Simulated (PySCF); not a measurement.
# C₃H₅BO: geometry, NMR shifts, spin-spin couplings, electronic excitations and core binding energies

Wanted: the NMR shifts, spin-spin couplings, electronic excitations and core binding energies of C₃H₅BO (`C#CBOC`), by calculation.

Programs: PySCF 2.14.0, with density-fitted response routines of our own. Each step states its level of theory. These are calculated values for one molecule in the gas phase, unless marked as measured. Atoms count from 0, in the outputs and in this text.

## 1. The starting structure

10 atoms, charge 0, multiplicity 1; geometry from: GFN2-xTB.

Bonds of the start (Å): C0–C1 1.20, C1–B2 1.53, B2–O3 1.33, O3–C4 1.41, C0–H5 1.05, B2–H6 1.17, C4–H7 1.09, C4–H8 1.09, C4–H9 1.09.

## 2. Optimising the geometry at PBE0-D3(BJ)/def2-SVP

The job: settings as JSON, then the geometry in Å.

```
{"job": {"xc": "PBE0", "basis": "def2-SVP", "d3": "d3bj", "grid": 1, "kind": "geom"}, "charge": 0, "multiplicity": 1}
C      2.230342    -0.670638     0.316564
C      1.377293     0.174917     0.241753
B      0.266847     1.219073     0.138948
O     -1.007640     0.916315    -0.096618
C     -1.487096    -0.394030    -0.281607
H      2.991455    -1.394028     0.386584
H      0.500209     2.362139     0.267858
H     -1.264711    -1.018172     0.587942
H     -1.029939    -0.853392    -1.162108
H     -2.567878    -0.337530    -0.421843
```

**Question.** This job is followed by: GIAO PBE0/pcSseg-1 NMR shielding, non-relativistic, gas phase; B3LYP/pcJ-1 indirect spin-spin coupling, non-relativistic, gas phase; TDDFT wB97X-D/def2-SVPD, vertical, gas phase, core orbitals frozen in the response; GIAO CAM-B3LYP/pcSseg-2 NMR shielding, non-relativistic, gas phase; delta-SCF UKS SCAN, pcX-2 on the ionised atom, pcseg-1 elsewhere, spin-free X2C. Predict these results of the whole session: rotational constants (main isotopes); 13C shifts against TMS (PBE0/pcSseg-1); 1H shifts against TMS (PBE0/pcSseg-1, means over atoms taken as alike); 11B shifts against BF3·OEt2 (PBE0/pcSseg-1); 17O shifts against H2O (PBE0/pcSseg-1); largest coupling of the table (B3LYP/pcJ-1); lowest singlet (wB97X-D/def2-SVPD); brightest single state of those computed; lowest triplet; vertical ionisation energy (ΔSCF); B1s binding energies, SCAN/pcX-2; O1s binding energies, SCAN/pcX-2; C1s binding energies, SCAN/pcX-2 (standing for 1 of 3 atoms); range of the shift of O3.

As calculated:

```
                                                              quantity                        value
                                  rotational constants (main isotopes)        12.23, 3.32, 2.65 GHz
                                13C shifts against TMS (PBE0/pcSseg-1)        108.7, 90.8, 56.6 ppm
1H shifts against TMS (PBE0/pcSseg-1, means over atoms taken as alike)         4.79, 3.91, 3.15 ppm
                           11B shifts against BF3·OEt2 (PBE0/pcSseg-1)                     35.3 ppm
                                17O shifts against H2O (PBE0/pcSseg-1)                    187.6 ppm
                           largest coupling of the table (B3LYP/pcJ-1)      1J(C,H) C0–H5, 262.8 Hz
                                    lowest singlet (wB97X-D/def2-SVPD)  5.10 eV (243 nm), f = 0.000
                              brightest single state of those computed  state 9, 8.53 eV, f = 0.417
                                                        lowest triplet                      4.59 eV
                                     vertical ionisation energy (ΔSCF)                     10.67 eV
                                      B1s binding energies, SCAN/pcX-2                 B2 196.78 eV
                                      O1s binding energies, SCAN/pcX-2                 O3 538.88 eV
          C1s binding energies, SCAN/pcX-2 (standing for 1 of 3 atoms)                 C4 292.56 eV
                                              range of the shift of O3           176.3 to 187.6 ppm
```

What this shows: Over 4 steps the energy fell by 0.052 eV; of the close pairs, B2–H6 changed most, 1.174 to 1.208 Å. No frequency check was run at this level, so the end point may be a saddle. At PBE0/pcSseg-1: The largest span, 450 ppm, is at O3, where the paramagnetic term is -244 ppm. In the run at B3LYP/pcJ-1, the largest coupling of the table is C0–H5, 262.8 Hz, of which the Fermi-contact term gives 264.0 Hz. Couplings across rotatable bonds belong to this one conformer; where others are populated, the observed values are averages. The lowest singlet, at 5.10 eV, is HOMO→LUMO 0.96 and is dark; of the 10 states computed, the strongest absorption comes from state 9 at 8.53 eV. The lowest triplet lies 0.51 eV below the lowest singlet (triplets in Tamm-Dancoff, singlets in full TDDFT). ΔSCF puts the ionisation energy at 10.67 eV, 0.53 eV above −ε(HOMO). In ppm, O3 moves most: its shift spreads over 11.3 ppm, from 176.3 (CAM-B3LYP/pcSseg-2) to 187.6 (PBE0/pcSseg-1). Part of that comes from the computed reference.
